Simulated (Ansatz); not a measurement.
# ClFH₂OSeZr: a ladder of functionals and wavefunction methods

An exercise on one series of results from a longer session: the logs are not shown, and one member is left open.

The runs use Ansatz 0.2.0, Gaussian basis; functionals in def2-TZVPP, the program's frozen cores in correlated methods.

The runs, in order: PBE-D4, r2SCAN-D4, PBE0-D4, B3LYP-D4, ωB97X-V, ωB97M-V, B2PLYP; CCSD(T)/def2-TZVPP; MP2/def2-QZVPP; extrapolation to the limit.

### The geometry

An earlier PBE0-D4 in a triple-zeta def2 set relaxation fixed the geometry. Zr takes the def2 core potential; no spin-orbit term is included.

7 atoms, charge 0, spin multiplicity 1.

Atoms are counted from 1 here; the program's logs count them from 0.

Bond lengths: O1–Zr2 1.885 Å, O1–H6 0.954 Å, Zr2–F3 1.895 Å, Zr2–Cl4 2.349 Å, Zr2–Se5 2.577 Å, Se5–H7 1.474 Å. Angles: Zr2–O1–H6 171.9°, O1–Zr2–F3 112.2°, O1–Zr2–Cl4 111.3°, O1–Zr2–Se5 105.0°, F3–Zr2–Cl4 108.3°, F3–Zr2–Se5 109.4°, Cl4–Zr2–Se5 110.6°, Zr2–Se5–H7 88.3°.

Coordinates:

```xyz
7
ClFH2OSeZr
O    -1.86017   -0.00535   -0.04458
Zr   -0.01107    0.36040   -0.03469
F     0.47563    1.55612    1.35244
Cl    0.68969    1.28037   -2.07940
Se    1.11754   -1.92183    0.36520
H    -2.81245   -0.05806   -0.07158
H     2.40082   -1.21166    0.51262
```

The first run:

in.yaml

```yaml
crystal:
  periodic: [false, false, false]
  atoms:
    - {symbol: O, position_ang: [-1.860165, -0.005352, -0.044585]}
    - {symbol: Zr, position_ang: [-0.011065, 0.360405, -0.034692]}
    - {symbol: F, position_ang: [0.475632, 1.556121, 1.352435]}
    - {symbol: Cl, position_ang: [0.689686, 1.280374, -2.079401]}
    - {symbol: Se, position_ang: [1.117542, -1.921830, 0.365204]}
    - {symbol: H, position_ang: [-2.812447, -0.058060, -0.071579]}
    - {symbol: H, position_ang: [2.400817, -1.211658, 0.512618]}
basis:
  gaussian: {orbitals: def2-TZVPP}
hamiltonian: {xc: pbe, dispersion: d4}
output: {forces: true, orbitals: {seedname: orbitals}}
```

Run with:

```sh
$ ansatz run in.yaml --threads 2 --pin off --events-out ev --progress --plain --max-ram 32768MiB --backend cpu
```

Steps of the session up to this table: PBE-D4 (GGA); r2SCAN-D4 (meta-GGA); PBE0-D4 (hybrid); B3LYP-D4 (hybrid); ωB97X-V (range-separated); ωB97M-V (range-separated); B2PLYP (double hybrid).

One table of the session follows, with a row left open; its other results are not shown here.

It belongs to the step «Orbital energies across the functionals». 

```
functional  HOMO (eV)  LUMO (eV)  gap (eV)
    PBE-D4      -6.27      -2.45      3.82
 r2SCAN-D4      -6.55      -2.30      4.25
   PBE0-D4      -7.40      -1.65      5.75
  B3LYP-D4      -7.16      -1.85      5.31
   ωB97X-V          ?          ?         ?
   ωB97M-V      -9.48       0.37      9.85
```

**Question.** Estimate the row for ωB97X-V.

**Answer.** HOMO (eV): -9.62; LUMO (eV): 0.49; gap (eV): 10.10. In the column «HOMO (eV)» it is the lowest.
